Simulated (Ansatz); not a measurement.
# Sc3B2P: the cost of one run

Program: Ansatz 0.2.0. Level of theory: DFT PBE, scalar-relativistic, plane waves, PAW. These are calculated values, not measurements.

### Step 1. The starting structure

It takes space group P6/mmm (No. 191, hexagonal). The conventional cell has a = 5.570 Å, b = 5.570 Å, c = 3.269 Å, α = 90.00°, β = 90.00°, γ = 120.00°. Sc (site symmetry mmm) is surrounded by 4 B at 2.29 Å and 4 Sc at 2.78 Å and 4 P at 3.23 Å. B (site symmetry -6m2) has 6 Sc at 2.29 Å as nearest neighbours. P (site symmetry 6/mmm) is surrounded by 6 B at 3.22 Å and 12 Sc at 3.23 Å and 2 P at 3.27 Å.

Coordinates:

```xyz
6
Lattice="5.5696 0.0000 0.0000 -2.7848 4.8234 0.0000 0.0000 0.0000 3.2689" Properties=species:S:1:pos:R:3 pbc="T T T"
Sc   -1.3924    2.4117    0.0000
Sc    1.3924    2.4117    0.0000
Sc    2.7848    0.0000    0.0000
B     2.7848    1.6078    1.6345
B     0.0000    3.2156    1.6345
P     0.0000    0.0000    1.6345
```

A structure generator made this guess: species swapped into a database cell of HoB2Rh3 (P6/mmm, No. 191), with P on the Ho sites and Sc on the Rh sites. The dimensions are guesses.

### Step 2. The guess as it stands, on a coarse mesh

Input file input.yaml:

```yaml
crystal:
  lattice:
    - [5.56960726, 0.0, 0.0]
    - [-2.78480363, 4.82342138, 0.0]
    - [0.0, 0.0, 3.26890252]
  atoms:
    - { symbol: Sc, position: [0.0, 0.5, 0.0] }
    - { symbol: Sc, position: [0.5, 0.5, 0.0] }
    - { symbol: Sc, position: [0.5, 0.0, 0.0] }
    - { symbol: B, position: [0.66666667, 0.33333333, 0.5] }
    - { symbol: B, position: [0.33333333, 0.66666667, 0.5] }
    - { symbol: P, position: [0.0, 0.0, 0.5] }
basis:
  ecutwfc: 420
kpoints:
  mp_grid: { grid: [6, 6, 6] }
hamiltonian:
  xc: pbe
scf:
  occupations: { method: gaussian, width: 0.1 }
  lower_state_search: "off"
output:
  forces: true
  stress: true
  eigenvalues: true
```

Launch:

```console
ansatz run input.yaml --threads 1 --pin off --max-ram 2560MiB --backend cpu --events-out ev --progress --plain --runs-dir out
```

Q: Estimate wall time and peak memory on 1 thread of Intel Xeon at 2.50GHz (Skylake/Cascade Lake), shared host.

About 9.3 s, with a peak of 0.4 GiB.
